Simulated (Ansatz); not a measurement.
# Be3F2: the cost of one run

Computed with Ansatz 0.2.0 (DFT PBE, scalar-relativistic, plane waves, PAW, unless a step's input says otherwise).

**1. The starting structure**

Symmetry: R32, No. 155, trigonal system. Conventional cell: a = 4.807 Å, b = 4.807 Å, c = 5.780 Å, α = 90.00°, β = 90.00°, γ = 120.00°. Be (site symmetry 2) is surrounded by 4 F at 1.90 Å and 4 Be at 2.05 to 2.06 Å. Around F (site symmetry 3) lie 6 Be at 1.90 Å.

Structure file:

```xyz
5
Lattice="2.4035 1.3877 1.9265 -2.4035 1.3877 1.9265 0.0000 -2.7753 1.9265" Properties=species:S:1:pos:R:3 pbc="T T T"
Be   -1.2173    1.3877    1.9265
Be   -0.5931   -1.7480    1.9265
Be    1.8104    0.3604    1.9265
F     0.0000    0.0000    1.4905
F     0.0000    0.0000    4.2891
```

The cell is invented: species swapped into a database cell of Ni3Se2 (R32, No. 155), with Be on the Ni sites and F on the Se sites. Its size is a rough estimate.

**2. The guess as it stands, on a coarse mesh**

input.yaml reads:

```yaml
crystal:
  lattice:
    - [2.40349685, 1.38765955, 1.92651139]
    - [-2.40349685, 1.38765955, 1.92651139]
    - [0.0, -2.7753191, 1.92651139]
  atoms:
    - { symbol: Be, position: [0.24677157, 0.75322843, 0.0] }
    - { symbol: Be, position: [0.0, 0.24677157, 0.75322843] }
    - { symbol: Be, position: [0.75322843, 0.0, 0.24677157] }
    - { symbol: F, position: [0.25788435, 0.25788435, 0.25788435] }
    - { symbol: F, position: [0.74211565, 0.74211565, 0.74211565] }
basis:
  ecutwfc: 420
kpoints:
  mp_grid: { grid: [6, 6, 6] }
hamiltonian:
  xc: pbe
scf:
  occupations: { method: gaussian, width: 0.1 }
  lower_state_search: "off"
output:
  forces: true
  stress: true
  eigenvalues: true
```

Launch:

```console
$ ansatz run input.yaml --threads 1 --pin off --max-ram 2560MiB --backend cpu --events-out ev --progress --plain --runs-dir out
```

Q: Estimate wall time and peak memory on 1 thread of Arm Neoverse V2, shared host.

About 1.4 s, with a peak of 0.28 GiB.
